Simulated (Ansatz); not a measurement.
# CH₇GaN₂O: small, medium and large basis sets

The task here is to estimate one member of a computed series from the others.

Program: Ansatz 0.2.0, Gaussian basis. Level of theory: one geometry, several basis sets. These are calculated values, not measurements.

Levels to be run: PBE0-D4/def2-SVP; ωB97M-V/def2-SVP; PBE0-D4/def2-QZVPP; ωB97M-V/def2-QZVPP; the functionals' def2-TZVPP values are taken from earlier runs.

## The relaxed structure

The geometry comes from an earlier relaxation with PBE0-D4 in a triple-zeta def2 set; it is a stationary point, not always the lowest conformer.

SMILES `N[CH2][Ga]([NH2])[OH]`, 12 atoms, charge 0, spin multiplicity 1.

Atoms are counted from 1 here; the program's logs count them from 0.

Bond lengths: N1–C2 1.461 Å, N1–H6 1.013 Å, N1–H7 1.013 Å, C2–Ga3 1.982 Å, C2–H8 1.094 Å, C2–H9 1.094 Å, Ga3–N4 1.819 Å, Ga3–O5 1.801 Å, N4–H10 1.006 Å, N4–H11 1.005 Å, O5–H12 0.958 Å. Angles: C2–N1–H6 110.2°, C2–N1–H7 110.2°, H6–N1–H7 105.1°, N1–C2–Ga3 115.4°, N1–C2–H8 108.9°, N1–C2–H9 108.9°, Ga3–C2–H8 109.1°, Ga3–C2–H9 109.1°, H8–C2–H9 104.8°, C2–Ga3–N4 130.7°, C2–Ga3–O5 113.0°, N4–Ga3–O5 116.3°, Ga3–N4–H10 124.5°, Ga3–N4–H11 123.8°, H10–N4–H11 111.7°, Ga3–O5–H12 115.1°.

The first run:

The input, in.yaml:

```yaml
crystal:
  periodic: [false, false, false]
  atoms:
    - {symbol: N, position_ang: [-1.862070, 0.921635, 0.983567]}
    - {symbol: C, position_ang: [-1.071985, -0.298749, 0.834100]}
    - {symbol: Ga, position_ang: [0.534489, -0.136134, -0.314841]}
    - {symbol: N, position_ang: [1.785443, -1.369960, -0.786906]}
    - {symbol: O, position_ang: [0.756117, 1.520939, -0.984616]}
    - {symbol: H, position_ang: [-1.287975, 1.667092, 1.358160]}
    - {symbol: H, position_ang: [-2.168223, 1.254055, 0.077286]}
    - {symbol: H, position_ang: [-0.769747, -0.648814, 1.825159]}
    - {symbol: H, position_ang: [-1.714996, -1.091407, 0.441337]}
    - {symbol: H, position_ang: [2.575997, -1.181159, -1.379104]}
    - {symbol: H, position_ang: [1.775205, -2.325236, -0.474249]}
    - {symbol: H, position_ang: [1.524743, 1.632637, -1.545893]}
basis:
  gaussian: {orbitals: def2-SVP}
hamiltonian: {xc: pbe0, dispersion: d4}
output: {orbitals: {seedname: orbitals}}
```

On the command line:

```sh
> ansatz run in.yaml --threads 4 --pin off --events-out ev --progress --plain --max-ram 10444MiB
```

Steps of the session up to this table: PBE0-D4 in def2-SVP; ωB97M-V in def2-SVP; PBE0-D4 in def2-QZVPP; ωB97M-V in def2-QZVPP.

One table of the session follows, with a row left open; its other results are not shown here.

It belongs to the step «Functionals by basis». 

```
functional       basis  HOMO (eV)  LUMO (eV)
   PBE0-D4    def2-SVP      -5.94       0.39
   PBE0-D4  def2-TZVPP          ?          ?
   PBE0-D4  def2-QZVPP      -6.29      -0.26
   ωB97M-V    def2-SVP      -8.21       2.03
   ωB97M-V  def2-TZVPP      -8.51       1.57
   ωB97M-V  def2-QZVPP      -8.58       1.07
```

Q: Estimate the row for PBE0-D4, def2-TZVPP from the others.

The run gave: HOMO (eV): -6.23; LUMO (eV): 0.04. In the column «HOMO (eV)» it lies between PBE0-D4, def2-QZVPP (-6.29) and PBE0-D4, def2-SVP (-5.94).
